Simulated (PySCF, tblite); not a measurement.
**C₄H₉FO₃Si: geometry, infrared bands and NMR shifts**

What infrared bands and NMR shifts should C₄H₉FO₃Si (`O[Si]1(CF)OCCCO1`) show?

Programs: tblite 0.8.0 and PySCF 2.14.0, with density-fitted response routines of our own. Each step states its level of theory. These are calculated values for one molecule in the gas phase, unless marked as measured. Atoms count from 0, in the outputs and in this text.

## 1. The starting structure

18 atoms, charge 0, multiplicity 1; geometry from: force field or distance geometry start.

Bonds of the start (Å): O0–Si1 1.68, Si1–C2 1.87, C2–F3 1.38, Si1–O4 1.68, O4–C5 1.43, C5–C6 1.53, C6–C7 1.53, C7–O8 1.43, O8–Si1 1.66, O0–H9 0.98, C2–H10 1.09, C2–H11 1.08, C5–H12 1.10, C5–H13 1.10, C6–H14 1.09, C6–H15 1.09, C7–H16 1.10, C7–H17 1.11.

## 2. Optimising the geometry with GFN2-xTB

What the job is given:

```
{"job": {"kind": "relax", "xc": "GFN2-xTB", "basis": "xTB"}, "charge": 0, "multiplicity": 1}
O      1.703600    -2.019700     1.143400
Si     0.999500    -0.611800     0.569400
C      2.176400     0.839000     0.624500
F      1.525100     1.957300     0.133900
O     -0.385600    -0.361000     1.482500
C     -1.396200     0.457300     0.876900
C     -1.812600    -0.050200    -0.502900
C     -0.606000    -0.091300    -1.441300
O      0.436000    -0.942400    -0.957400
H      1.091500    -2.779500     1.129400
H      2.493700     1.062400     1.638100
H      3.043900     0.669300    -0.002600
H     -2.263700     0.445000     1.559100
H     -1.042700     1.498600     0.826600
H     -2.216400    -1.060500    -0.389000
H     -2.603300     0.585000    -0.902500
H     -0.219400     0.915000    -1.633700
H     -0.932400    -0.506000    -2.412700
```

Command:

```sh
OMP_NUM_THREADS=1 python probes_run.py task.json out
```

One launch serves the whole session: the jobs run in the order shown.

**Question.** This job is followed by: GFN2-xTB harmonic vibrations, gas phase; GIAO PBE0/pcSseg-1 NMR shielding, non-relativistic, gas phase. What will the session give for the following? strongest single infrared mode (GFN2-xTB); zero-point energy (GFN2-xTB); 13C shifts against TMS (PBE0/pcSseg-1, means over atoms taken as alike); 1H shifts against TMS (PBE0/pcSseg-1, means over atoms taken as alike); 17O shifts against H2O (PBE0/pcSseg-1, means over atoms taken as alike); 29Si shifts against TMS (PBE0/pcSseg-1); 19F shifts against CFCl3 (PBE0/pcSseg-1).

The runs gave:

```
                                                               quantity                                   value
                              strongest single infrared mode (GFN2-xTB)                   1139 cm⁻¹, 390 km/mol
                                           zero-point energy (GFN2-xTB)                           85.2 kcal/mol
13C shifts against TMS (PBE0/pcSseg-1, means over atoms taken as alike)                    80.9, 68.9, 35.9 ppm
 1H shifts against TMS (PBE0/pcSseg-1, means over atoms taken as alike)  4.75, 4.52, 4.39, 2.18, 2.16, 1.27 ppm
17O shifts against H2O (PBE0/pcSseg-1, means over atoms taken as alike)                          60.7, 48.8 ppm
                                29Si shifts against TMS (PBE0/pcSseg-1)                               -58.1 ppm
                               19F shifts against CFCl3 (PBE0/pcSseg-1)                              -319.3 ppm
```

Over 55 steps the energy fell by 0.243 eV; of the close pairs, O0–Si1 changed most, 1.676 to 1.611 Å. No mode is imaginary among the 48: a minimum at this level. The strongest single mode, at 1139 cm⁻¹, has its largest shares on O4, O8, C5 and C7 (the list is cut at 4 atoms). Unscaled tight-binding wavenumbers are off by several per cent, some by more. Its intensities can rank the bands wrongly. H10, H11 (mean) (hydrogen on an sp3 CH2 bonded to F and Si) lies farthest downfield among hydrogen, at 4.75 ppm; its carbon carries F, hence the downfield position. At PBE0/pcSseg-1: Shielding is most anisotropic at C2 (span 117 ppm, paramagnetic term -144 ppm).
